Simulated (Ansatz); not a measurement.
**AgH+ (doublet): the correlation ladder, def2-SVP**

One table from this session's results is given with a row withheld; the runs are named, their logs left out.

Method: def2-SVP, core rule «outside noble gas», up to 4 orbitals frozen; program: Ansatz 0.2.0, Gaussian basis.

The runs, in order: UHF; CCSD(T) on ROHF; CCSD(T) on UHF; CISD; CCSDT(Q) on ROHF; CCSDT(Q) on UHF; CASSCF and MRCISD+Q, 11 electrons in 7 orbitals; CASSCF and NEVPT4(SD), 11 electrons in 7 orbitals; CASSCF and NEVPT2, 11 electrons in 7 orbitals.

6 further runs of the same task are left out: 2 that didn't finish, 4 set aside as unsound or not needed.

### What is computed

The geometry is a PBE0/def2-TZVP stationary point (not a proven minimum). No spin-orbit coupling is included. Elements past krypton take def2 core potentials.

2 atoms, charge 1, spin multiplicity 2.

Atoms are counted from 1 here; the program's logs count them from 0.

Bond lengths: Ag1–H2 1.682 Å.

The first run:

in.yaml reads:

```yaml
crystal:
  periodic: [false, false, false]
  atoms:
    - {symbol: Ag, position_ang: [0.000000, 0.000000, 0.000000]}
    - {symbol: H, position_ang: [0.000000, 0.000000, 1.682400]}
basis:
  gaussian: {orbitals: def2-SVP}
total_charge: 1
magnetization: {spin_polarized: true, initial_magnetization: 1}
hamiltonian: {xc: hf}
output: {orbitals: {seedname: orbitals}}
```

Started as:

```sh
> ansatz run in.yaml --threads 1 --pin off --events-out ev --progress --plain --max-ram 2393MiB
```

Among the steps run: UHF; CCSD(T) on ROHF; CCSD(T) on UHF; CISD; CCSDT(Q) on ROHF; CCSDT(Q) on UHF; CASSCF and MRCISD+Q, 11 electrons in 7 orbitals; CASSCF and NEVPT4(SD), 11 electrons in 7 orbitals; CASSCF and NEVPT2, 11 electrons in 7 orbitals.

One table of the session follows, with a row left open; its other results are not shown here.

It belongs to the step «Misses and costs». 

```
            method  from UCCSDT(Q) (meV)
              ROHF               +6124.5
               UHF               +6044.3
              RMP2                 +88.2
              UMP2                 +52.6
              CISD                +407.5
             RCCSD                +139.7
             UCCSD                +137.1
          RCCSD(T)                  +3.5
          UCCSD(T)                     ?
            RCCSDT                  +4.9
            UCCSDT                  +1.2
         RCCSDT(Q)                  +6.9
         UCCSDT(Q)                     0
    CASSCF valence               +5861.0
    NEVPT2 valence                +555.8
NEVPT4(SD) valence                +104.6
    MRCISD valence                +320.2
  MRCISD+Q valence                 +89.3
```

**Question.** Estimate the row for UCCSD(T).

The run gave: from UCCSDT(Q) (meV): -0.5. In the column «from UCCSDT(Q) (meV)» it is the lowest.

Limits of these values: Restricted and unrestricted rows rest on different reference determinants; where their highest levels disagree by more than a few hundredths of an eV, they describe different states and don't form one ladder.
